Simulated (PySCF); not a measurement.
# C5H7NSi2: the cost of one run

Programs: PySCF 2.14.0, with routines of our own; each step states its level. All values are computed. Atoms count from 0.

## 1. The system as given

15 atoms, charge 0, multiplicity 1; geometry from: GFN2-xTB.

## 2. Circular dichroism and optical rotation: TDDFT B3LYP/aug-cc-pVDZ

What the job is given:

```
{"job": {"kind": "ecd", "xc": "B3LYP", "basis": "aug-cc-pVDZ", "nstates": 8}, "charge": 0, "multiplicity": 1}
C      2.679684    -1.284712    -0.666316
C      1.596940    -1.091079    -0.190248
C      0.297607    -0.823707     0.345479
Si    -1.217892    -1.056470    -0.847712
C     -1.779264     0.709602    -0.328111
Si    -0.166336     1.028002     0.654181
C      0.958275     2.178487    -0.289196
N      1.636083     2.893937    -0.872668
H      3.629195    -1.465453    -1.072178
H      0.175165    -1.409917     1.260173
H     -0.836593    -1.171619    -2.251789
H     -2.121194    -2.135944    -0.445324
H     -2.671723     0.722415     0.292429
H     -1.963892     1.397284    -1.148953
H     -0.220470     1.517164     2.032668
```

Method: TDDFT B3LYP/aug-cc-pVDZ circular dichroism and optical rotation, one conformer, gas phase.

Command:

```console
OMP_NUM_THREADS=1 python excited_run.py task.json out
```

One launch serves the whole session: the jobs run in the order shown.

Q: Estimate the wall time and peak memory of this job on 1 thread of Arm Neoverse V2, shared host.

About 84 s, with a peak of 1 GiB.
